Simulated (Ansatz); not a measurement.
Run this with Ansatz 0.2.0 through its Python package and show what comes out.

`bfgeh4o_torsion.py`
```python
import warnings

import ansatz as az
from ase import Atoms


def main() -> None:
    warnings.simplefilter("ignore", az.DeckWarning)

    atoms = Atoms(["O", "B", "F", "Ge", "H", "H", "H", "H"], positions=[
        (1.6143, 1.1321, -0.0032),
        (0.9169, -0.1317, 0.0804),
        (1.6889, -1.3287, 0.1017),
        (-1.0172, -0.2448, 0.1729),
        (1.6377, 1.3425, -1.0054),
        (-1.5969, 0.5261, 1.4245),
        (-1.6798, 0.3748, -1.096),
        (-1.4717, -1.7274, 0.2693),
    ])

    first = az.Crystal.molecule_from_ase(atoms).calculation()
    first = first.basis(gaussian="def2-SVP").functional("b3lyp", dispersion="d3bj")
    first = first.relax(force_tolerance=0.02, max_steps=80)
    atoms.positions = first.run(threads=1).report["positions_ang"]

    start = atoms.get_dihedral(2, 1, 0, 4)
    energies = {}
    for turn in range(0, 360, 40):
        turned = atoms.copy()
        turned.set_dihedral(2, 1, 0, 4, start + turn, indices=[0, 4])
        job = az.Crystal.molecule_from_ase(turned).calculation()
        job = job.basis(gaussian="def2-SVP")
        job = job.functional("b3lyp", dispersion="d3bj")
        energies[round((start + turn) % 360)] = job.run(threads=1).report["free_energy_ev"]
    floor = min(energies.values())
    print("dihedral F2-B1-O0-H4 (deg)   E - E(min) (kcal/mol)")
    for angle, e in sorted(energies.items()):
        print(f"{angle:8d} {23.060548 * (e - floor):14.3f}  " + "#" * int(30 * (e - floor) / max(max(energies.values()) - floor, 1e-9)))


if __name__ == "__main__":
    main()
```

```console
$ python bfgeh4o_torsion.py
dihedral F2-B1-O0-H4 (deg)   E - E(min) (kcal/mol)
      20          1.143  ###
      60          8.294  #######################
     100         10.805  #############################
     140          4.354  ############
     180          0.000
     220          4.361  ############
     260         10.812  ##############################
     300          8.301  #######################
     340          1.146  ###
```

Caveats:
- The scan is rigid and the energies are electronic, in a modest basis. With rigid groups the curve can differ much from the relaxed path, the start wasn't checked as a minimum of this torsion, and equivalent turns needn't return to the same energy.
- b3lyp holds the VWN-RPA fit, as in Gaussian; the form of ORCA and Turbomole is b3lyp5.
- The whole script took 84 s on 1 thread of Arm Neoverse V2, on a shared host, peak memory 0.27 GiB.
